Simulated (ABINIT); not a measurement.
Crystal: Ge2Sb2Te5.

```
CELL_PARAMETERS angstrom
6.83914 -3.06601 0.00000
6.83914 3.06601 0.00000
-6.83098 0.00000 6.84761
ATOMIC_POSITIONS crystal
Te 0.59470 0.59470 0.38643
Te 0.79529 0.79529 0.19611
Te 0.00832 0.00832 0.00643
Te 0.20652 0.20652 0.80980
Te 0.39996 0.39996 0.59712
Sb 0.90171 0.90171 0.58787
Sb 0.11187 0.11187 0.41735
Ge 0.28429 0.28429 0.18783
Ge 0.49734 0.49734 0.01104
```

The cell comes from a database or a generator and needn't be the stable form of this composition.

Base run:

```yaml
Program: ABINIT 10.8.3 (patched build)
Functional: PBE
Potentials_or_basis: JTH PAW PBE v2.0
Cutoff: 599 eV
k_mesh: 5 × 5 × 4
Occupations: fermi-dirac, width 0.05 eV
Spin: no spin polarisation
```

Its results: band gap on the k mesh 0.25 eV, indirect (least direct gap 0.31 eV); pressure -0.2 GPa; largest force 0.194 eV/Å.

**Question.** The run is repeated on the same cell with these changes: functional from PBE to PBEsol; k mesh from 5 × 5 × 4 to 3 × 3 × 2. What comes out?

**Answer.** Band gap on the k mesh 0.44 eV, indirect (least direct gap 0.53 eV); pressure -2.3 GPa; largest force 0.335 eV/Å.

Several settings changed at once, so the effect can't be laid on one alone.

Caveats: some runs use coarse meshes; spin-orbit coupling is left out, which moves the levels of the heavy elements; an odd mesh through Γ misses points on the zone boundary, where band edges often lie (some runs); the PAW data sets were made with another functional, which shifts forces and pressure a little (some runs).
